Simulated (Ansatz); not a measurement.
# MnS, space group Fm-3m: a relaxation of cell and ions

With Ansatz 0.2.0, Python API.

Typed at the interpreter:
```pycon
>>> import warnings
>>> import ansatz
>>> from ase import Atoms
>>> from ase.io import write
>>> import matplotlib.pyplot as plt
>>> import numpy as np
>>> def edges_and_angles(cell):
...     cell = np.asarray(cell)
...     a, b, c = np.linalg.norm(cell, axis=1)
...     cosines = cell[1] @ cell[2] / (b * c), cell[0] @ cell[2] / (a * c), cell[0] @ cell[1] / (a * b)
...     return (a, b, c, *np.degrees(np.arccos(cosines)))
...
>>> warnings.simplefilter("ignore", ansatz.DeckWarning)
>>> xtal = (
...     ansatz.Lattice.fcc(5.209)
...     .space_group(225)
...     .atom("Mn", [0.0, 0.0, 0.0])
...     .atom("S", [0.5, 0.0, 0.0])
...     .primitive()
...     .moments(Mn=4)
... )
>>> [site.symbol for site in xtal.resolved().sites]
['Mn', 'S']
>>> # shape and ions at fixed volume
>>> job = (
...     xtal.calculation()
...     .hubbard("Mn", "d", u=5.9, j=0.9)
...     .functional("revpbe")
...     .kpoints(6, 6, 6, shift=0.5)
...     .scf(tolerance=1e-09)
...     .basis(260)
...     .eigensolver("davidson", mixed_precision=False)
...     .occupations("cold", width=300 * ansatz.meV)
...     .spin("collinear")
...     .relax(force_tolerance=0.001, max_steps=60, fix_cell=["volume"])
...     .density()
... )
>>> steps = []
>>> def follow(event):
...     if event["event"] != "relax_step":
...         return
...     row = event["data"]
...     steps.append(row)
...     print(f"step {row['step']:3d}  E = {row['lagrangian_ev']:.5f} eV  largest force component = {row['allowed_force_max_ev_ang']:.4f} eV/A  P = {row['pressure_gpa']:.3f} GPa")
...
>>> out = job.session().plan(threads=1).execute(on_event=follow)
step   1  E = -4806.11880 eV  largest force component = 0.0000 eV/A  P = 8.524 GPa
step   2  E = -4806.11841 eV  largest force component = 0.0000 eV/A  P = 8.518 GPa
step   3  E = -4806.11874 eV  largest force component = 0.0000 eV/A  P = 8.524 GPa
step   4  E = -4806.12102 eV  largest force component = 0.0000 eV/A  P = 8.526 GPa
step   5  E = -4806.12099 eV  largest force component = 0.0000 eV/A  P = 8.526 GPa
step   6  E = -4806.12001 eV  largest force component = 0.0000 eV/A  P = 8.534 GPa
step   7  E = -4806.11998 eV  largest force component = 0.0000 eV/A  P = 8.534 GPa
step   8  E = -4806.12002 eV  largest force component = 0.0000 eV/A  P = 8.538 GPa
step   8  E = -4806.12002 eV  largest force component = 0.0000 eV/A  P = 8.538 GPa
>>> r = out.report
>>> r["converged"], r["free_energy_ev"]
(True, -4806.120023803569)
>>> out.lattice.cell_ang
array([[-0.00341959,  2.60279133,  2.60279133],
       [ 2.60279133, -0.00341959,  2.60279133],
       [ 2.60279133,  2.60279133, -0.00341959]])
>>> first, last = steps[0], steps[-1]
>>> symbols = [site.symbol for site in out.lattice.sites]
>>> print(f"energy gained {first['lagrangian_ev'] - last['lagrangian_ev']:.4f} eV in {len(steps) - 1} steps")
energy gained 0.0012 eV in 8 steps
>>> for label, vectors in (("before", first["cell_ang"]), ("after", out.lattice.cell_ang)):
...     print(label, "a b c (A) {:.4f} {:.4f} {:.4f}  angles {:.2f} {:.2f} {:.2f}".format(*edges_and_angles(vectors)), f" V = {abs(np.linalg.det(vectors)):.3f} A^3")
...
before a b c (A) 3.6833 3.6833 3.6833  angles 60.00 60.00 60.00  V = 35.335 A^3
after a b c (A) 3.6809 3.6809 3.6809  angles 60.09 60.09 60.09  V = 35.335 A^3
>>> print("final stress xx yy zz (GPa, compression positive):", np.round(np.diag(r["stress_gpa"]), 3) + 0.0)
final stress xx yy zz (GPa, compression positive): [8.538 8.538 8.538]
>>> print("atom   start x y z (A)              end x y z (A)")
atom   start x y z (A)              end x y z (A)
>>> for symbol, a, b in zip(symbols, first["positions_ang"], last["positions_ang"]):
...     print(f"{symbol:3s}", " ".join(f"{v:8.4f}" for v in a), "  ", " ".join(f"{v:8.4f}" for v in b))
...
Mn    0.0000   0.0000   0.0000     -0.0000   0.0000   0.0000
S     2.6045   2.6045   2.6045      2.6011   2.6011   2.6011
>>> relaxed = Atoms(symbols, positions=[site.position_ang for site in out.lattice.sites], cell=out.lattice.cell_ang, pbc=True)
>>> write("relaxed.vasp", relaxed, format="vasp")
>>> for key in ("converged", "n_iterations", "n_electrons", "n_kpoints", "n_pw", "n_symmetry_ops", "free_energy_ev", "fermi_energy_ev"):
...     print(f"{key:18s} {r[key]}")
...
converged          True
n_iterations       6
n_electrons        21.0
n_kpoints          28
n_pw               331
n_symmetry_ops     12
free_energy_ev     -4806.120023803569
fermi_energy_ev    10.971947583668065
>>> print("site moments (muB):", [round(m, 2) for m in r["site_moments_mub"]])
site moments (muB): [4.54, 0.09]
>>> print("electrons up, down:", [round(n, 3) for n in r["spin_occupation_sums"]])
electrons up, down: [13.0, 8.0]
>>> field = sum(channel.density_e_per_ang3 for channel in out.density().channels[:2])
>>> fig, ax = plt.subplots(figsize=(4, 3.4))
>>> shown = ax.imshow(np.log10(np.clip(field[:, :, 0].T, 1e-3, None)), origin="lower", extent=(0, 1, 0, 1))
>>> fig.colorbar(shown, label="log10 density (e/A^3)")
<matplotlib.colorbar.Colorbar object at 0x...>
>>> ax.set(xlabel="fraction of grid vector 1", ylabel="fraction of grid vector 2")
[Text(0.5, 0, 'fraction of grid vector 1'), Text(0, 0.5, 'fraction of grid vector 2')]
>>> fig.savefig("density_plane.png", dpi=100)
>>> print(f"plane through the origin: {field[:, :, 0].min():.4f} to {field[:, :, 0].max():.4f} e/A^3")
plane through the origin: 0.0924 to 28.7164 e/A^3
```

`relaxed.vasp`, as written:
```text
Mn S
 1.0000000000000000
    -0.0034195922817185    2.6027913267933989    2.6027913267933989
     2.6027913267933989   -0.0034195922817187    2.6027913267933989
     2.6027913267933989    2.6027913267933989   -0.0034195922817188
 Mn  S
   1   1
Cartesian
 -0.0000000000000000  0.0000000000000000  0.0000000000000000
  2.6010815306525394  2.6010815306525394  2.6010815306525394
```

Reading the output:
- The settings weren't tested for convergence.
- The cutoff lies under the one recommended for these potentials.
- Other magnetic orders than the one started from may lie lower.
- Forces vanish by symmetry, so the ions can't move, and the end may be a saddle.
- Under the recommended cutoff a pressure can be off by several GPa, even in sign.
- Part of the cell is held or a pressure is applied, so the end point needn't be the zero-pressure lattice.
- U, its shell and the double counting are chosen to explore, and aren't derived for this compound.
- With fixed filling the reported Fermi level is the top filled level among the k-points of the SCF.
- The zero of the levels is a convention of the potentials, so an absolute Fermi energy is no work function.
- Energies along a relaxation are free energies. Rows at an unchanged volume are solved on a plane-wave basis chosen afresh for that cell, so the energy jumps there and such rows are no steps of the walk.
- The program warned that this SCF threshold is loose for forces or stresses.
- The mesh has less symmetry than the crystal, which the program warned of.
- Edges and angles are those of the cell as typed, here a primitive one, not of the conventional cell.
- With one magnetic atom the cell can hold only ferromagnetic order.
- Of the deposited cell: the entry's cell lengths or inner coordinates differ somewhat from later room-temperature determinations.
- An opening on this mesh may only mean that it misses a point where bands touch.
- The fields are valence quantities on the plane-wave grid; their values near the nuclei depend on the potentials.
- The starting cell is as deposited in a crystallographic database; the results hold for this polymorph, which needn't be the stable one.
- The script silences the warnings on its input, which a real study should read.
- Run time: 18 s on 1 thread of Arm Neoverse V2 (shared host), peak memory 0.48 GiB.

(Lines on the test bed's own set-up are left out of the output.)
